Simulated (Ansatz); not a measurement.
# Ga4PN3: the cell at several levels of theory

How does the equilibrium cell of an ordered 8-atom cell of Ga4PN3 on the zincblende lattice (Amm2) depend on the functional? It is relaxed with PBE and r2SCAN. This is a trial cell built on a prototype, not taken from a measured structure, and it needn't be the compound's ground state.

The runs shown are made with Ansatz 0.2.0. PAW datasets, plane waves, zero pressure. Spin-unpolarised throughout. Whether this structure exists isn't addressed.

### 1 The cell

This is the cell as the run starts from it, not yet at rest; its lengths are not the crystal's.

Space group Amm2 (No. 38), orthorhombic; a = 3.149 Å, b = 6.298 Å, c = 8.907 Å in the conventional setting, 11.04 Å³ an atom. Near N stand 4 Ga at 1.93 Å; near P stand 4 Ga at 1.93 Å; near Ga stand 4 N at 1.93 Å; near Ga stand 3 N at 1.93 Å and 1 P at 1.93 Å.

The structure in full:

```cif
data_structure
_symmetry_space_group_name_H-M 'Amm2'
_symmetry_Int_Tables_number 38
_cell_length_a 3.1491
_cell_length_b 6.2982
_cell_length_c 8.9070
_cell_angle_alpha 90.000
_cell_angle_beta 90.000
_cell_angle_gamma 90.000
_cell_volume 176.66
loop_
_atom_site_label
_atom_site_type_symbol
_atom_site_symmetry_multiplicity
_atom_site_Wyckoff_symbol
_atom_site_fract_x
_atom_site_fract_y
_atom_site_fract_z
_atom_site_occupancy
N1 N 2 a 0.00000 0.00000 0.00000 1
N2 N 4 e 0.50000 0.25000 0.75000 1
P1 P 2 a 0.00000 0.50000 0.00000 1
Ga1 Ga 2 b 0.50000 0.50000 0.37500 1
Ga2 Ga 4 d 0.00000 0.75000 0.12500 1
Ga3 Ga 2 b 0.50000 0.50000 0.87500 1
```

### 2 Relaxing with PBE

input.yaml reads:

```yaml
crystal:
  lattice:
    - [3.1491048382, 0.0, 0.0]
    - [0.0, 3.1491048382, 4.4535067714]
    - [0.0, -3.1491048382, 4.4535067714]
  atoms:
    - { symbol: "N", position: [0.0, 0.0, 0.0] }
    - { symbol: "N", position: [0.5, 0.0, 0.5] }
    - { symbol: "N", position: [0.5, 0.5, 0.0] }
    - { symbol: P, position: [0.0, 0.5, 0.5] }
    - { symbol: Ga, position: [0.5, 0.875, 0.875] }
    - { symbol: Ga, position: [0.0, 0.875, 0.375] }
    - { symbol: Ga, position: [0.0, 0.375, 0.875] }
    - { symbol: Ga, position: [0.5, 0.375, 0.375] }
kpoints:
  mp_grid: { grid: [8, 4, 4] }
hamiltonian:
  xc: pbe
scf:
  occupations: { method: fermi_dirac, width: 0.02 }
relax:
  f_tol: 0.005
  cell: {}
```

Started as:

```sh
$ ansatz run input.yaml --threads 4 --pin off --max-ram 6451MiB --backend cpu --events-out ev --progress --plain --runs-dir out
```

Further steps of the session: Relaxation with r2SCAN.

What does the calculation give? Wanted: for each run, a; b; c; volume; space group; SCF geometries.

As calculated:

```
 level  a (Å)  b (Å)  c (Å)  volume (Å³/atom)  space group  SCF geometries
   PBE  3.390  6.824  9.604            13.888         Amm2              10
r2SCAN  3.353  6.750  9.492            13.429         Amm2               5
```

**Reading.** From the start to the first minimum the volume moved by +25.8 %. The volume runs from r2SCAN (least) to PBE (most), a spread of 3.4 %, or 1.1 % in length if all axes shared it alike.
